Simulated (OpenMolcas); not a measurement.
# Mn⁴⁺ among point charges: CASSCF and CASPT2 levels and susceptibility

How does a field of 8 point charges split the states of Mn⁴⁺, and what χT follows?

Program: OpenMolcas 26.06. Level of theory: state-averaged CASSCF and CASPT2, spin-orbit coupling by RASSI with atomic mean-field integrals. These are calculated values, not measurements, unless marked.

## 1. The system

- Species: Mn⁴⁺ (manganese, Z = 25, 21 electrons)
- Basis: ANO-RCC-VTZP [6s5p3d2f1g], 59 functions
- Scalar Hamiltonian: DKH2, point nucleus
- Inactive shells: 1s 2s 2p 3s 3p
- Active space: 3 electrons in 5 orbitals (3d)
- Some configurations of this space: 3d3
- Orbitals: optimised for each spin and parity, averaged over all roots

Outer shells as boxes (Hund's rule):

3d3
```
3d [↑ ][↑ ][↑ ][  ][  ]
```

The ion sits among 8 point charges of -1.6 e arranged as a cube (Oh), 1.83 Å from the ion.

The work runs as a chain of OpenMolcas steps in one folder; each step below is one input file. Labels, J, g values, rates, χT and fits are worked out afterwards by a script from the matrices that RASSI stores. The input lists half of the charges; inversion (Group=XYZ) makes the rest.

## 2. One- and two-electron integrals

Contents of a.inp:

```
&GATEWAY
Coord
1

Mn 0.0 0.0 0.0
Basis=ANO-RCC-VTZP
Group=XYZ
NoMove
AngMom=0.0 0.0 0.0
AMFI
XField
4 Angstrom 0
1.056551 1.056551 1.056551 -1.600000
1.056551 1.056551 -1.056551 -1.600000
1.056551 -1.056551 1.056551 -1.600000
1.056551 -1.056551 -1.056551 -1.600000
&SEWARD
```

On the command line:

```sh
> OMP_NUM_THREADS=1 MOLCAS_MEM=1689 MOLCAS_PROJECT=a pymolcas a.inp > a.log
```

## 3. CASSCF: quartets of even parity, 10 roots

Contents of a.inp:

```
&RASSCF
FileOrb=start.orb
Symmetry=1
Spin=4
nActEl=3 0 0
Inactive=3 6
Ras2=5 0
CIRoot=10 10 1
SDav=10
CIMx=300
Iter=120 100
PrWF=0.3
OrbListing=Nothing
MaxOrb=0
>>> COPY $Project.JobIph JOB001
```

start.orb holds the contracted functions of the basis, ordered by shell, or the orbitals of the step before.

## 4. CASSCF: doublets of even parity, 40 roots

Contents of a.inp:

```
&RASSCF
FileOrb=start.orb
Symmetry=1
Spin=2
nActEl=3 0 0
Inactive=3 6
Ras2=5 0
CIRoot=40 40 1
SDav=40
CIMx=300
Iter=120 100
PrWF=0.3
OrbListing=Nothing
MaxOrb=0
>>> COPY $Project.JobIph JOB002
```

## 5. RASSI: spin-orbit coupling between the states

Contents of a.inp:

```
&RASSI
NrOfJobIphs=2 10 40
1 2 3 4 5 6 7 8 9 10
1 2 3 4 5 6 7 8 9 10 11 12 13 14 15 16 17 18 19 20 21 22 23 24 25 26 27
28 29 30 31 32 33 34 35 36 37 38 39 40
IphNames
JOB001
JOB002
EJob
SpinOrbit
DIPRint=1.0
SOCoupling=1000.0
Subsets=2
Property=9
'ANGMOM' 1 'ANGMOM' 2 'ANGMOM' 3 'MLTPL  1' 1 'MLTPL  1' 2 'MLTPL  1' 3
'AMFI' 1 'AMFI' 2 'AMFI' 3
SOProperty=3
'ANGMOM' 1 'ANGMOM' 2 'ANGMOM' 3
```

## 6. CASPT2: IPEA 0.25, imaginary shift 0.1 (closed shells correlated: 3s 3p)

Contents of a.inp:

```
>>> COPY JOB001 $Project.JobIph
&CASPT2
Multistate=10 1 2 3 4 5 6 7 8 9 10
NoMult
Frozen=2 3
IPEA=0.25
Imaginary=0.1
MaxIter=60
WThr=0.0 0.3 0.05
PrWF=0.5
NoMix
>>> COPY JOB002 $Project.JobIph
&CASPT2
Multistate=40 1 2 3 4 5 6 7 8 9 10 11 12 13 14 15 16 17 18 19 20 21 22
23 24 25 26 27 28 29 30 31 32 33 34 35 36 37 38 39 40
NoMult
Frozen=2 3
IPEA=0.25
Imaginary=0.1
MaxIter=60
WThr=0.0 0.3 0.05
PrWF=0.5
NoMix
```

(Steps that only read results are left out.)

**Question.** What will these runs give? Wanted: spin-free ground state; first state of the same spin within the active space; lowest level; next level.

**Answer**, as computed:

```
                                            quantity                                                                        value
                                              method  SS-CASPT2, IPEA 0.25, imaginary shift 0.1 (closed shells correlated: 3s 3p)
                              spin-free ground state                                              4T1, 3-fold in its orbital part
first state of the same spin within the active space                                                             4T2 at 2160 cm⁻¹
                                        lowest level                                                                    4-fold Γ8
                                          next level                                                                   116.7 cm⁻¹
                                         χT at 300 K                                                               0.89 cm³ K/mol
                           effective moment at 300 K                                                                      2.66 μB
```

Cost by method:

```tsv
method	time of its own steps	time with the reference
A. CASSCF	10 s	10 s
B. SS-CASPT2, IPEA 0.25, imaginary shift 0.1, +3s 3p	6 s	16 s
```

Times are of one thread on a shared host.

In words: The spin-free ground state (4T1) comes to 100 % from free-ion F terms and keeps the highest spin of the shell. χT at 300 K is 0.89, against 1.88 cm³ K/mol for the spin alone, so spin-orbit coupling lowers it. A ligand-field fit to the states below 45000 cm-1 gives 10Dq = -2786 cm-1, B = 1123 cm-1 and C = 4499 cm-1 (C/B = 4.01), with a deviation of 431 cm-1. CASPT2 does not keep the components of a term degenerate, and the means are used. The field of point charges can differ much from that of real complexes. This is an electrostatic model: the charges have no orbitals.
